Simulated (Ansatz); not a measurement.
# WS2: the cost of one run

Program: Ansatz 0.2.0. Level of theory: DFT PBE+D3(BJ), scalar-relativistic, plane waves, PAW, and further levels as typed in the inputs. These are calculated values, not measurements.

The COD entry's cell or inner coordinates are ideal or old and differ from later refinements, so a difference from it is no clean test against experiment.

## Step 1: The structure to begin with

It takes space group P6_3/mmc (No. 194, hexagonal). Conventional cell: a = 3.180 Å, b = 3.180 Å, c = 12.500 Å, α = 90.00°, β = 90.00°, γ = 120.00°. W (site symmetry -6m2) has 6 S at 2.41 Å as nearest neighbours. S (site symmetry 3m) is surrounded by 3 W at 2.41 Å.

Structure file:

```cif
data_structure
_symmetry_space_group_name_H-M 'P 1'
_symmetry_Int_Tables_number 1
_cell_length_a 3.1800
_cell_length_b 3.1800
_cell_length_c 12.5000
_cell_angle_alpha 90.000
_cell_angle_beta 90.000
_cell_angle_gamma 120.000
_cell_volume 109.47
loop_
_atom_site_label
_atom_site_type_symbol
_atom_site_fract_x
_atom_site_fract_y
_atom_site_fract_z
_atom_site_occupancy
W1 W 0.33333 0.66667 0.25000 1
W2 W 0.66667 0.33333 0.75000 1
S1 S 0.33333 0.66667 0.62500 1
S2 S 0.66667 0.33333 0.12500 1
S3 S 0.33333 0.66667 0.87500 1
S4 S 0.66667 0.33333 0.37500 1
```

The structure rests on an entry of the Crystallography Open Database; cell or positions may have been set otherwise for this series.

## Step 2: Relaxing cell and atoms: WS2, no spin

File input.yaml:

```yaml
crystal:
  lattice:
    - [3.18, 0.0, 0.0]
    - [-1.59, 2.753960784, 0.0]
    - [0.0, 0.0, 12.5]
  atoms:
    - { symbol: W, position: [0.3333333333, 0.6666666667, 0.25] }
    - { symbol: W, position: [0.6666666667, 0.3333333333, 0.75] }
    - { symbol: S, position: [0.3333333333, 0.6666666667, 0.625] }
    - { symbol: S, position: [0.6666666667, 0.3333333333, 0.125] }
    - { symbol: S, position: [0.3333333333, 0.6666666667, 0.875] }
    - { symbol: S, position: [0.6666666667, 0.3333333333, 0.375] }
scf:
  occupations: { method: fixed }
output:
  forces: true
  stress: true
  eigenvalues: true
  write_density: true
  write_potential: true
  elf: true
  volumetric_format: npy
kpoints:
  mp_grid: { grid: [12, 12, 3] }
relax:
  f_tol: 0.003
  max_steps: 80
  cell: { stress_tol: 0.03 }
hamiltonian:
  dispersion: d3bj
```

The run is started by

```bash
$ ansatz run input.yaml --threads 16 --pin off --max-ram 30720MiB --backend cpu --events-out ev --progress --plain --runs-dir out
```

What time and memory should one allow on 16 threads of Intel Xeon 6975P-C (Granite Rapids), shared host?

About 5.3 s, with a peak of 0.79 GiB.
